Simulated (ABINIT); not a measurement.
# BiTe (Fm-3m) in ABINIT: further runs

The runs below take BiTe through single point, with LDA.

Program: ABINIT 10.8.3 (patched build). These are calculated values, not measurements. Logs are shortened: lines on timing, memory, paths and dates and some standing lists are left out, and cuts for length are marked. The log counts tension as positive stress, the text compression.

### 1 Starting point

It takes space group Fm-3m (No. 225, cubic). The conventional cell has a = 6.470 Å, b = 6.470 Å, c = 6.470 Å, α = 90.00°, β = 90.00°, γ = 90.00°. Around Bi (site symmetry m-3m) lie 6 Te at 3.23 Å. Te (site symmetry m-3m) has 6 Bi at 3.23 Å as nearest neighbours.

### 2 Single point, LDA, spin-orbit coupling, no magnetisation

run.abi

```
# Pseudopotentials
pp_dirpath "./"
pseudos "Bi.hgh, Te.hgh"

# Structure
acell 3*1.0
rprim
     0.0000000000     6.1132640132     6.1132640132
     6.1132640132     0.0000000000     6.1132640132
     6.1132640132     6.1132640132     0.0000000000
ntypat 2
znucl 83 52
natom 2
typat 1 2
xred
     0.0000000000     0.0000000000     0.0000000000
     0.5000000000     0.5000000000     0.5000000000

# Plane-wave basis
ecut 489.804952 eV

# k points
kptopt 1
ngkpt 5 5 5
nshiftk 1
shiftk 0.0 0.0 0.0

# Exchange and correlation
ixc 7

# Bands and occupations
nband 20
occopt 3
tsmear 0.05 eV

# Spin
nspinor 2
nspden 1
so_psp 2*1

# SCF cycle
nstep 100
tolvrs 1.0e-10

# Output
iomode 3
prtwf 0
prteig 0
prtebands 0
prtden 1
prtvha 1
prtvclmb 1
prtpot 1
```

Potentials or basis: HGH LDA.

On the command line:

```sh
$ abinit run.abi > log 2>&1
```

run.abo:

```text
.Version 10.8.3 of ABINIT
 Symmetries : space group Fm -3 m (#225); Bravais cF (face-center cubic)
================================================================================
 Values of the parameters that define the memory need of the present run
     intxc =       0    ionmov =       0      iscf =       7    lmnmax =       9
     lnmax =       9     mgfft =      36  mpssoang =       5    mqgrid =    3001
     natom =       2  nloc_mem =       1    nspden =       1   nspinor =       2
    nsppol =       1      nsym =      48    n1xccc =       0    ntypat =       2
    occopt =       3   xclevel =       1
       mpw =        1687          nfft =       46656          nkpt =          10
================================================================================
================================================================================

--------------------------------------------------------------------------------
------------- Echo of variables that govern the present computation ------------
--------------------------------------------------------------------------------
 -outvars: echo values of preprocessed input variables --------
            acell      1.0000000000E+00  1.0000000000E+00  1.0000000000E+00 Bohr
              amu      2.08980370E+02  1.27600000E+02
             ecut      1.80000000E+01 Hartree
              ixc           7
         kptrlatt        5    0    0      0    5    0      0    0    5
          kptrlen      4.32273044E+01
            natom           2
            nband          20
            ngfft          36      36      36
             nkpt          10
          nspinor           2
            nstep         100
             nsym          48
           ntypat           2
           occopt           3
        prtebands           0
           prteig           0
           prtpot           1
         prtvclmb           1
           prtvha           1
            prtwf           0
            rprim      0.0000000000E+00  6.1132640132E+00  6.1132640132E+00
                       6.1132640132E+00  0.0000000000E+00  6.1132640132E+00
                       6.1132640132E+00  6.1132640132E+00  0.0000000000E+00
          spgroup         225
           tolvrs      1.00000000E-10
           tsmear      1.83746611E-03 Hartree
            typat      1  2
           xangst      0.0000000000E+00  0.0000000000E+00  0.0000000000E+00
                       3.2349999978E+00  3.2349999978E+00  3.2349999978E+00
            xcart      0.0000000000E+00  0.0000000000E+00  0.0000000000E+00
                       6.1132640132E+00  6.1132640132E+00  6.1132640132E+00
             xred      0.0000000000E+00  0.0000000000E+00  0.0000000000E+00
                       5.0000000000E-01  5.0000000000E-01  5.0000000000E-01
            znucl       83.00000   52.00000

================================================================================

 chkinp: Checking input parameters for consistency.

[... 107 lines left out ...]

 ----iterations are completed or convergence reached----

 Mean square residual over all n,k,spin=   14.411E-07; max=  12.593E-05
 reduced coordinates (array xred) for    2 atoms
       0.000000000000      0.000000000000      0.000000000000
       0.500000000000      0.500000000000      0.500000000000
 rms dE/dt=  0.0000E+00; max dE/dt=  0.0000E+00; dE/dt below (all hartree)
    1       0.000000000000      0.000000000000      0.000000000000
    2       0.000000000000      0.000000000000      0.000000000000

 cartesian coordinates (angstrom) at end:
    1      0.00000000000000     0.00000000000000     0.00000000000000
    2      3.23499999782420     3.23499999782420     3.23499999782420

 cartesian forces (hartree/bohr) at end:
    1     -0.00000000000000    -0.00000000000000    -0.00000000000000
    2     -0.00000000000000    -0.00000000000000    -0.00000000000000
 frms,max,avg= 0.0000000E+00 0.0000000E+00   0.000E+00  0.000E+00  0.000E+00 h/b

 cartesian forces (eV/Angstrom) at end:
    1     -0.00000000000000    -0.00000000000000    -0.00000000000000
    2     -0.00000000000000    -0.00000000000000    -0.00000000000000
 frms,max,avg= 0.0000000E+00 0.0000000E+00   0.000E+00  0.000E+00  0.000E+00 e/A
 length scales=  1.000000000000  1.000000000000  1.000000000000 bohr
              =  0.529177210544  0.529177210544  0.529177210544 angstroms
 Fermi (or HOMO) energy (hartree) =   0.04914   Average Vxc (hartree)=  -0.31355
 Eigenvalues (hartree) for nkpt=  10  k points:
 kpt#   1, nband= 20, wtk=  0.00800, kpt=  0.0000  0.0000  0.0000 (reduced coord)
  -0.44170   -0.44170   -0.24418   -0.24418   -0.07336   -0.07336   -0.02230   -0.02230
  -0.02230   -0.02230    0.07597    0.07597    0.16028    0.16028    0.16028    0.16028
   0.22632    0.22632    0.22682    0.22712
      occupation numbers for kpt#   1
   1.00000    1.00000    1.00000    1.00000    1.00000    1.00000    1.00000    1.00000
   1.00000    1.00000    0.00000    0.00000    0.00000    0.00000    0.00000    0.00000
   0.00000    0.00000    0.00000    0.00000
 prteigrs : prtvol=0 or 1, do not print more k-points.

--- !EnergyTerms
iteration_state     : {dtset: 1, }
comment             : Components of total free energy in Hartree
kinetic             :  4.19327840872508E+00
hartree             :  7.70416327262937E-01
xc                  : -3.13960682369459E+00
Ewald energy        : -1.41111425445850E+01
psp_core            :  1.81432351133385E+00
local_psp           : -3.54297394892070E+00
non_local_psp       :  1.16413125439937E-01
internal            : -1.38992919444385E+01
'-kT*entropy'       : -1.08056984463060E-03
total_energy        : -1.39003725142832E+01
total_energy_eV     : -3.78248405449177E+02
band_energy         : -1.78674952738186E+00
...

 Cartesian components of stress tensor (hartree/bohr^3)
  sigma(1 1)=  3.14331470E-05  sigma(3 2)=  0.00000000E+00
  sigma(2 2)=  3.14331470E-05  sigma(3 1)=  0.00000000E+00
  sigma(3 3)=  3.14331470E-05  sigma(2 1)=  0.00000000E+00

-Cartesian components of stress tensor (GPa)         [Pressure= -9.2480E-01 GPa]
- sigma(1 1)=  9.24795112E-01  sigma(3 2)=  0.00000000E+00
- sigma(2 2)=  9.24795112E-01  sigma(3 1)=  0.00000000E+00
- sigma(3 3)=  9.24795112E-01  sigma(2 1)=  0.00000000E+00

== END DATASET(S) ==============================================================
================================================================================

 -outvars: echo values of variables after computation  --------
            acell      1.0000000000E+00  1.0000000000E+00  1.0000000000E+00 Bohr
           etotal     -1.3900372514E+01
            fcart     -0.0000000000E+00 -0.0000000000E+00 -0.0000000000E+00
                      -0.0000000000E+00 -0.0000000000E+00 -0.0000000000E+00
            rprim      0.0000000000E+00  6.1132640132E+00  6.1132640132E+00
                       6.1132640132E+00  0.0000000000E+00  6.1132640132E+00
                       6.1132640132E+00  6.1132640132E+00  0.0000000000E+00
           strten      3.1433146968E-05  3.1433146968E-05  3.1433146968E-05
                       0.0000000000E+00  0.0000000000E+00  0.0000000000E+00
           xangst      0.0000000000E+00  0.0000000000E+00  0.0000000000E+00
                       3.2349999978E+00  3.2349999978E+00  3.2349999978E+00
             xred      0.0000000000E+00  0.0000000000E+00  0.0000000000E+00
                       5.0000000000E-01  5.0000000000E-01  5.0000000000E-01
 Calculation completed.
```

It took 27 s on 1 thread of Arm Neoverse V1, shared host; peak memory 0.07 GiB.

What came out:

| Property | Result |
| --- | --- |
| Free energy | -378.2484 eV |
| Pressure | -0.9 GPa |
| Band gap on the k mesh | none (metal or under the smearing width) |
| Valence electrons inside the program's atomic spheres | Bi 1.49; Te 2.17 |

Levels at points of the mesh, in eV from the Fermi level:
| k point | band 7 | band 8 | band 9 | band 10 | band 11 | band 12 | band 13 | band 14 | band 15 | band 16 |
| --- | --- | --- | --- | --- | --- | --- | --- | --- | --- | --- |
| (0.00, 0.00, 0.00) | -1.94 | -1.94 | -1.94 | -1.94 | 0.73 | 0.73 | 3.02 | 3.02 | 3.02 | 3.02 |

Caveat: HGH potentials are hard and often keep d shells in the core, so these values are rough.

### 3 Single point, LDA (cell stretched)

run.abi

```
# Pseudopotentials
pp_dirpath "./"
pseudos "Bi.upf, Te.upf"

# Structure
acell 3*1.0
rprim
     0.0000000000     6.2721206509     6.2721206509
     6.2721206509     0.0000000000     6.2721206509
     6.2721206509     6.2721206509     0.0000000000
ntypat 2
znucl 83 52
natom 2
typat 1 2
xred
     0.0000000000     0.0000000000     0.0000000000
     0.5000000000     0.5000000000     0.5000000000
chkprim 0
chksymtnons 0
tolsym 1.0e-6

# Plane-wave basis
ecut 39.0

# k points
kptopt 1
ngkpt 5 5 5
nshiftk 1
shiftk 0.0 0.0 0.0

# Exchange and correlation
ixc 7

# Bands and occupations
nband 29
occopt 3
tsmear 0.05 eV

# SCF cycle
nstep 100
tolvrs 1.0e-10

# Output
iomode 3
prtwf 0
prtden 0
prteig 0
prtebands 0
enunit 2
```

Potentials or basis: PseudoDojo NC SR LDA v0.4 stringent.

On the command line:

```sh
$ abinit run.abi > log 2>&1
```

It took 62 s on 1 thread of Arm Neoverse V1, shared host; peak memory 0.1 GiB.

The run converged. Its results:

```
Free energy                                           : -13962.9040 eV
Pressure                                              : -13.4 GPa
Band gap on the k mesh                                : none (metal or under the smearing width)
Valence electrons inside the program's atomic spheres : Bi 18.70; Te 19.94
```

Levels at points of the mesh, in eV from the Fermi level:
```
           k point  band 20  band 21  band 22  band 23  band 24  band 25  band 26  band 27
(0.00, 0.00, 0.00)    -8.57    -2.38    -2.38    -2.38     1.91     1.91     1.91     4.80
```

Caveat: spin-orbit coupling is left out, which moves the levels of the heavy elements.
